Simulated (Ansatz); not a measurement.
Working through a rigid torsion scan of C2H6O2Si, SMILES O=CC(O)[SiH3]

Computed with Ansatz's Python interface.

Interactive session:
```pycon
>>> import ansatz as az
>>> from ase import Atoms
>>> BASIS_SET = "6-31G*"
>>> XC = "cam_b3lyp"
>>> FORCE_TOL = 0.02
>>> atoms = Atoms(["O", "C", "C", "O", "Si", "H", "H", "H", "H", "H", "H"], positions=[
...     (-1.5996, -0.4751, 1.7078),
...     (-0.544, -0.0341, 1.3385),
...     (0.1222, -0.563, 0.0803),
...     (-0.5746, -1.6036, -0.479),
...     (0.6375, 0.8322, -1.0765),
...     (0.0193, 0.7236, 1.9383),
...     (1.1025, -1.0426, 0.4469),
...     (-1.4331, -1.6445, 0.0501),
...     (1.4548, 0.3722, -2.1616),
...     (-0.5626, 1.5539, -1.5449),
...     (1.443, 1.824, -0.2794),
... ])
>>> # relax first, so that the scan starts from a minimum
>>> first = (
...     az.Crystal.molecule_from_ase(atoms).calculation()
...     .basis(gaussian=BASIS_SET)
...     .functional(XC)
...     .relax(force_tolerance=FORCE_TOL, max_steps=80)
... )
>>> atoms.positions = first.run(threads=1, pin="off").report["positions_ang"]
>>> start = atoms.get_dihedral(1, 2, 3, 7)
>>> energies = {}
>>> for turn in range(0, 360, 30):
...     turned = atoms.copy()
...     turned.set_dihedral(1, 2, 3, 7, start + turn, indices=[3, 7])
...     job = az.Crystal.molecule_from_ase(turned).calculation()
...     job = job.basis(gaussian=BASIS_SET)
...     job = job.functional(XC)
...     energies[round((start + turn) % 360)] = job.run(threads=1, pin="off").report["free_energy_ev"]
...
>>> floor = min(energies.values())
>>> print("dihedral C1-C2-O3-H7 (deg)   E - E(min) (kJ/mol)")
dihedral C1-C2-O3-H7 (deg)   E - E(min) (kJ/mol)
>>> for angle, e in sorted(energies.items()):
...     print(f"{angle:8d} {96.485332 * (e - floor):14.3f}  " + "#" * int(30 * (e - floor) / max(max(energies.values()) - floor, 1e-9)))
...
       4          0.000
      34          8.176  ####
      64         23.955  ##############
      94         40.652  ########################
     124         49.291  ##############################
     154         42.233  #########################
     184         34.954  #####################
     214         35.338  #####################
     244         35.978  #####################
     274         29.758  ##################
     304         19.300  ###########
     334          7.355  ####
```

Caveats:
- These settings explore the input space; basis and method may be short of convergence.
- The scan is rigid and the energies are electronic, in a modest basis. With rigid groups the curve can differ much from the relaxed path, the start wasn't checked as a minimum of this torsion, and equivalent turns needn't return to the same energy.
- Wall time of the script: 110 s on 1 thread of Arm Neoverse V2 (shared host), peak memory 0.3 GiB.
